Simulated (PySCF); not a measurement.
# The bond of FeO, level by level

Aim: find the lowest electronic state of FeO, scan its bond at several levels of theory, and get bond length, wavenumber and dissociation energy from each curve.

The runs use PySCF 2.14.0; Fe def2-TZVPP, O def2-TZVPP, no relativity.

## (1) The job

The job is set up so:

```yaml
atoms: Fe, O
charge: 0
basis: Fe def2-TZVPP, O def2-TZVPP
Hamiltonian: no relativity
basis_functions: 95
electrons_treated: 34
masses_in_u: 55.9349, 15.9949
levels: PBE0, PBE, r²SCAN, B2PLYP, M06-2X, revPBE, TPSSh, CAM-B3LYP, HF, MP2, SCS-MP2
grid: 80 radial by 434 angular points
occupations: held fixed by the projection of orbital angular momentum
dissociation_limit: Fe + O, each in its ground configuration
starting_distance_in_angstrom: 1.725
values_of_2S_to_try: 0, 2, 4, 6, 8
```

Launch:

```console
> OMP_NUM_THREADS=1 python dia.py task.json out
```

After this run come: The PBE0 curve of the state that the search chose; Excited determinants; PBE (GGA); r²SCAN; B2PLYP; M06-2X (hybrid meta-GGA); revPBE; TPSSh; CAM-B3LYP (range-separated hybrid); ROHF.

What does the calculation give? Wanted: for each run, Re; ωe; De; μ.

As calculated:

Lowest PBE0 solution found, without spin–orbit coupling: ⁵Δ (quintet), unpaired electrons σ ↑, π ↑↑, δ ↑. State 2 has its PBE0 minimum 0.56 eV higher. State 3 has its PBE0 minimum 0.75 eV higher. State 4 has its PBE0 minimum 0.96 eV higher. The other levels ran on the lowest alone.

```
    level  Re (Å)  ωe (cm⁻¹)  De (eV)  μ (D)
     ROHF   1.690        841    -0.62  -9.21
      PBE   1.603        920     5.89  -4.18
   revPBE   1.609        906     5.58  -4.22
   r²SCAN   1.589        949     4.96  -4.39
    TPSSh   1.599        930     4.91  -4.73
     PBE0   1.598        919     4.26  -5.18
   M06-2X   1.648        814     3.09  -6.16
CAM-B3LYP   1.596        940     4.24  -5.42
```

De is counted to Fe + O in their ground configurations. A positive dipole means Fe(−)O(+). No constants: ROHF-MP2 (the points don't follow one smooth fit); ROHF-SCS-MP2 (the points don't follow one smooth fit); B2PLYP (the points don't follow one smooth fit).

Bond lengths run from 1.589 Å (r²SCAN) to 1.690 Å (ROHF). Among the levels with a De in the table, it runs from -0.62 eV (ROHF) to 5.89 eV (PBE).

Correlated steps freeze 6 core orbitals. B2PLYP dipoles, levels and charges come from its SCF part alone. A negative De means that the minimum lies above the separated atoms at that level. With d or f electrons several states lie close, and the lowest PBE0 determinant need not be the measured ground state.
